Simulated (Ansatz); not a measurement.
# AuFH₃N: how energies converge with the basis set

The task here is to estimate one member of a computed series from the others.

Method: one geometry, several basis sets; program: Ansatz 0.2.0, Gaussian basis.

Levels to be run: PBE0-D4/def2-SVP; ωB97M-V/def2-SVP; PBE0-D4/def2-QZVPP; ωB97M-V/def2-QZVPP; the functionals' def2-TZVPP values are taken from earlier runs.

### The geometry

An earlier PBE0-D4 in a triple-zeta def2 set relaxation fixed the geometry. Au takes the def2 core potential; no spin-orbit term is included.

SMILES `[NH3+][Au-][F]`, 6 atoms, charge 0, spin multiplicity 1.

Atoms are counted from 1 here; the program's logs count them from 0.

Bond lengths: N1–Au2 2.044 Å, N1–H4 1.015 Å, N1–H5 1.015 Å, N1–H6 1.015 Å, Au2–F3 1.929 Å. Angles: Au2–N1–H4 111.1°, Au2–N1–H5 111.1°, Au2–N1–H6 111.1°, H4–N1–H5 107.8°, H4–N1–H6 107.8°, H5–N1–H6 107.8°, N1–Au2–F3 180.0°.

Set-up of the first run:

Contents of in.yaml:

```yaml
crystal:
  periodic: [false, false, false]
  atoms:
    - {symbol: N, position_ang: [-0.721699, 0.114511, -0.362894]}
    - {symbol: Au, position_ang: [1.094003, -0.197389, 0.522083]}
    - {symbol: F, position_ang: [2.807776, -0.491771, 1.357377]}
    - {symbol: H, position_ang: [-1.116897, -0.756915, -0.702224]}
    - {symbol: H, position_ang: [-0.638923, 0.746655, -1.152992]}
    - {symbol: H, position_ang: [-1.382158, 0.520909, 0.292351]}
basis:
  gaussian: {orbitals: def2-SVP}
hamiltonian: {xc: pbe0, dispersion: d4}
output: {orbitals: {seedname: orbitals}}
```

Among the steps run: PBE0-D4 in def2-SVP; ωB97M-V in def2-SVP; PBE0-D4 in def2-QZVPP; ωB97M-V in def2-QZVPP.

One table of the session follows, with a row left open; its other results are not shown here.

It belongs to the step «Functionals by basis». 

```
functional       basis  HOMO (eV)
   PBE0-D4    def2-SVP          ?
   PBE0-D4  def2-TZVPP      -7.25
   PBE0-D4  def2-QZVPP      -7.26
   ωB97M-V    def2-SVP      -9.40
   ωB97M-V  def2-TZVPP      -9.53
   ωB97M-V  def2-QZVPP      -9.56
```

Estimate the missing values for PBE0-D4, def2-SVP.

**Answer.** HOMO (eV): -7.14. In the column «HOMO (eV)» it is the highest.
